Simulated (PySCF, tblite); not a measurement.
# C₆H₁₃BrOSi: geometry, infrared bands and NMR shifts

Aim: predict the infrared bands and NMR shifts of C₆H₁₃BrOSi (`CCOC[Si@@H](Br)C1CC1`).

Computed with tblite 0.8.0 and PySCF 2.14.0, with density-fitted response routines of our own, on a single molecule in the gas phase. Atoms count from 0, in the outputs and in this text.

### Step 1. The starting structure

22 atoms, charge 0, multiplicity 1; geometry from: force field or distance geometry start.

Bonds of the start (Å): C0–C1 1.51, C1–O2 1.41, O2–C3 1.43, C3–Si4 1.88, Si4–Br5 2.22, Si4–C6 1.89, C6–C7 1.50, C7–C8 1.51, C8–C6 1.50, C0–H9 1.08, C0–H10 1.10, C0–H11 1.10, C1–H12 1.11, C1–H13 1.10, C3–H14 1.09, C3–H15 1.11, Si4–H16 1.49, C6–H17 1.08, C7–H18 1.08, C7–H19 1.08, C8–H20 1.08, C8–H21 1.09.

### Step 2. Geometry optimisation with GFN2-xTB

The job: settings as JSON, then the geometry in Å.

```
{"job": {"kind": "relax", "xc": "GFN2-xTB", "basis": "xTB"}, "charge": 0, "multiplicity": 1}
C      3.300700     1.337700    -0.620700
C      2.726200     0.218700     0.215100
O      1.385900    -0.012100    -0.161000
C      0.766900    -1.059600     0.585600
Si    -1.031200    -1.455200     0.186800
Br    -1.716900    -3.095700     1.515800
C     -2.167300     0.022500     0.472200
C     -2.407000     0.996600    -0.643200
C     -3.503500     0.054800    -0.209400
H      4.328600     1.545300    -0.350000
H      3.239200     1.084500    -1.685500
H      2.700900     2.251300    -0.481300
H      2.765800     0.489200     1.294900
H      3.320300    -0.699000     0.063300
H      1.350800    -1.972200     0.444300
H      0.818000    -0.802200     1.669200
H     -1.160900    -1.926500    -1.220800
H     -2.106700     0.413400     1.481000
H     -2.513700     2.046100    -0.389600
H     -1.959600     0.826500    -1.615500
H     -3.800100    -0.727900    -0.889400
H     -4.346800     0.483200     0.337200
```

Run with:

```bash
OMP_NUM_THREADS=1 python probes_run.py task.json out
```

This one command runs all jobs of the session in turn.

**Question.** This job is followed by: GFN2-xTB harmonic vibrations, gas phase; GIAO PBE0/pcSseg-1 NMR shielding, non-relativistic, gas phase. What will the session give for the following? strongest single infrared mode (GFN2-xTB); zero-point energy (GFN2-xTB); 13C shifts against TMS (PBE0/pcSseg-1); 1H shifts against TMS (PBE0/pcSseg-1, means over atoms taken as alike); 17O shifts against H2O (PBE0/pcSseg-1); 29Si shifts against TMS (PBE0/pcSseg-1); 79Br shifts against HBr (PBE0/pcSseg-1).

As calculated:

| quantity | value |
| --- | --- |
| strongest single infrared mode (GFN2-xTB) | 655 cm⁻¹, 252 km/mol |
| zero-point energy (GFN2-xTB) | 110.9 kcal/mol |
| 13C shifts against TMS (PBE0/pcSseg-1) | 75.7, 69.1, 18.1, 5.8, 3.2, 2.2 ppm |
| 1H shifts against TMS (PBE0/pcSseg-1, means over atoms taken as alike) | 4.70, 3.65, 3.57, 3.54, 3.52, 1.27, 0.81, 0.77, 0.52, 0.42, 0.13 ppm |
| 17O shifts against H2O (PBE0/pcSseg-1) | 29.9 ppm |
| 29Si shifts against TMS (PBE0/pcSseg-1) | 12.5 ppm |
| 79Br shifts against HBr (PBE0/pcSseg-1) | -101 ppm |

Relaxing lowered the energy by 0.160 eV in 74 steps; the close pair that moved most is Si4–H16, from 1.490 to 1.459 Å. The lowest mode is slightly imaginary (17i cm⁻¹), a soft motion within the noise of the Hessian, so the minimum is not strictly shown. The strongest single mode, at 655 cm⁻¹, moves mainly H16. Unscaled tight-binding wavenumbers are off by several per cent, some by more. Its intensities can rank the bands wrongly. The most deshielded carbon is C1 (sp3 CH2 bonded to O), at 75.7 ppm: deshielded by the electronegative neighbour. At PBE0/pcSseg-1: Shielding is most anisotropic at Br5 (span 309 ppm, paramagnetic term -402 ppm). Spin-orbit coupling is left out, which matters for shieldings and couplings at and beside the heavy atoms.
